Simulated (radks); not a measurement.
**Ionisation of Pd²⁺: one atom, several choices of exchange strength α**

The task here is to estimate one member of a computed series from the others.

Method: scalar-relativistic Kohn-Sham, spin-polarised, spherical densities, point nucleus; open shells are filled with parallel spins first. Code: radks (a radial shooting solver on a logarithmic mesh, Libxc functionals) version 1.

## The atom as given

```
element       : palladium (Z = 46)
charge        : +2
electrons     : 44
configuration : [Kr] 4d8
ion           : Pd³⁺, [Kr] 4d7
choices       : α = 0.603; α = 0.616; α = 0.667; α = 0.679; α = 0.834; α = 0.897; α = 0.905; α = 0.982
```

The outer shells:

Pd²⁺
```
[Kr] core
4d [↑↓][↑↓][↑↓][↑ ][↑ ]
```

Pd³⁺
```
[Kr] core
4d [↑↓][↑↓][↑ ][↑ ][↑ ]
```

The first run:

Input:

```text
Z 46
configuration [Kr] 4d8
relativity scalar-relativistic
functional xalpha 0.603
spin polarised
nucleus point
c 137.035999084
```

Among the steps run: α = 0.603: Pd²⁺.

One of the session's tables, all rows but one given; the rest of the session is left out.

It belongs to the step «α = 0.603: Pd²⁺». Sizes of the orbitals, from the radial functions (bohr):

```
  level     <r>  outermost maximum (interpolated)  90 % within  nodes
  3d up  0.3592                             0.283        0.570      0
3d down  0.3591                             0.283        0.570      0
  4s up  0.9448                             0.852         1.37      3
4s down  0.9437                             0.850         1.37      3
  4p up   1.038                             0.910         1.54      2
4p down   1.037                             0.908         1.54      2
  4d up       ?                                 ?            ?      ?
4d down   1.409                              1.08         2.24      1
```

Estimate the missing values for 4d up.

**Answer.** <r>: 1.398; outermost maximum (interpolated): 1.08; 90 % within: 2.22; nodes: 1. In the column «<r>» it lies between 4p up (1.038) and 4d down (1.409).

Caveats from the session: Open shells are spherical and high-spin; term and fine-structure splittings are not resolved.
